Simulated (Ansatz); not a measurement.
# AsBF₃H₃: up Jacob's ladder to CCSD(T)

An exercise on one series of results from a longer session: the logs are not shown, and one member is left open.

Method: functionals in def2-TZVPP, the program's frozen cores in correlated methods; program: Ansatz 0.2.0, Gaussian basis.

Levels to be run: LDA (SPW92), PBE-D4, revPBE-D4, BLYP-D4, r2SCAN-D4, B97M-V, PBE0-D4, B3LYP-D4, r2SCANh-D4, r2SCAN0-D4, HSE06-D4, BHLYP-D4, CAM-B3LYP-D4, LC-ωPBE, ωB97X-V, ωB97M-V, B2PLYP, PBE-QIDH; CCSD(T)/def2-SVP; CCSD(T)/def2-TZVPP; MP2/def2-QZVPP; extrapolation to the limit; RPA on PBE.

### The relaxed structure

An earlier PBE0-D4 in a triple-zeta def2 set relaxation fixed the geometry.

8 atoms, charge 0, spin multiplicity 1.

Atoms are counted from 1 here; the program's logs count them from 0.

Bond lengths: F1–B2 1.315 Å, B2–F3 1.315 Å, B2–F4 1.315 Å, As5–H6 1.517 Å, As5–H7 1.517 Å, As5–H8 1.517 Å. Angles: F1–B2–F3 119.8°, F1–B2–F4 119.8°, F3–B2–F4 119.9°, H6–As5–H7 93.6°, H6–As5–H8 93.6°, H7–As5–H8 93.6°.

As a file:

```xyz
8
charge 0, multiplicity 1
F     0.5520   -1.5492    1.6216
B     1.0655   -1.4658    0.4138
F     0.5576   -2.1832   -0.5644
F     2.1747   -0.7865    0.2196
As   -0.7135    0.9967   -0.2993
H    -0.6393    2.3041    0.4662
H    -0.6755    1.6776   -1.6541
H    -2.2291    0.9492   -0.2593
```

The first run:

The input, in.yaml:

```yaml
crystal:
  periodic: [false, false, false]
  atoms:
    - {symbol: F, position_ang: [0.551969, -1.549248, 1.621633]}
    - {symbol: B, position_ang: [1.065479, -1.465777, 0.413780]}
    - {symbol: F, position_ang: [0.557575, -2.183180, -0.564395]}
    - {symbol: F, position_ang: [2.174677, -0.786451, 0.219648]}
    - {symbol: As, position_ang: [-0.713535, 0.996670, -0.299254]}
    - {symbol: H, position_ang: [-0.639297, 2.304094, 0.466227]}
    - {symbol: H, position_ang: [-0.675549, 1.677648, -1.654125]}
    - {symbol: H, position_ang: [-2.229119, 0.949244, -0.259316]}
basis:
  gaussian: {orbitals: def2-TZVPP}
hamiltonian: {xc: lda}
output: {orbitals: {seedname: orbitals}}
```

On the command line:

```sh
$ ansatz run in.yaml --threads 4 --pin off --events-out ev --progress --plain --max-ram 10444MiB
```

Among the steps run: LDA; PBE-D4 (GGA); revPBE-D4 (GGA); BLYP-D4 (GGA); r2SCAN-D4 (meta-GGA); B97M-V (meta-GGA); B3LYP-D4 (hybrid); r2SCANh-D4 (hybrid); r2SCAN0-D4 (hybrid); HSE06-D4 (hybrid); BHLYP-D4 (hybrid); CAM-B3LYP-D4 (range-separated); LC-ωPBE (range-separated); ωB97X-V (range-separated); ωB97M-V (range-separated); B2PLYP (double hybrid); PBE-QIDH (double hybrid).

One table of the session follows, with a row left open; its other results are not shown here.

It belongs to the step «Orbital energies across the functionals». 

```
  functional  HOMO (eV)  LUMO (eV)  gap (eV)
 LDA (SPW92)      -7.23      -0.72      6.51
      PBE-D4      -7.10      -0.50      6.60
   revPBE-D4      -7.04      -0.42      6.61
     BLYP-D4      -6.98      -0.45      6.52
   r2SCAN-D4      -7.39      -0.24      7.15
      B97M-V      -7.44      -0.35      7.09
     PBE0-D4      -8.24       0.36      8.60
    B3LYP-D4      -8.05       0.06      8.11
  r2SCANh-D4      -7.81       0.07      7.88
  r2SCAN0-D4          ?          ?         ?
    HSE06-D4      -7.84      -0.02      7.82
    BHLYP-D4      -9.28       1.07     10.35
CAM-B3LYP-D4      -9.56       1.18     10.74
     LC-ωPBE     -10.86       2.48     13.34
     ωB97X-V     -10.53       2.30     12.83
     ωB97M-V     -10.41       1.89     12.30
```

Estimate the missing values for r2SCAN0-D4.

Worked estimate for «HOMO (eV)». Against the share of exact exchange, r2SCAN-D4 (0, -7.39), r2SCANh-D4 (0.1, -7.81) give a slope of -4.20 per unit share; at 0.25 the line stands at -8.44.

The run gave: HOMO (eV): -8.44; LUMO (eV): 0.52; gap (eV): 8.96. In «HOMO (eV)» the line misses by 0.00.
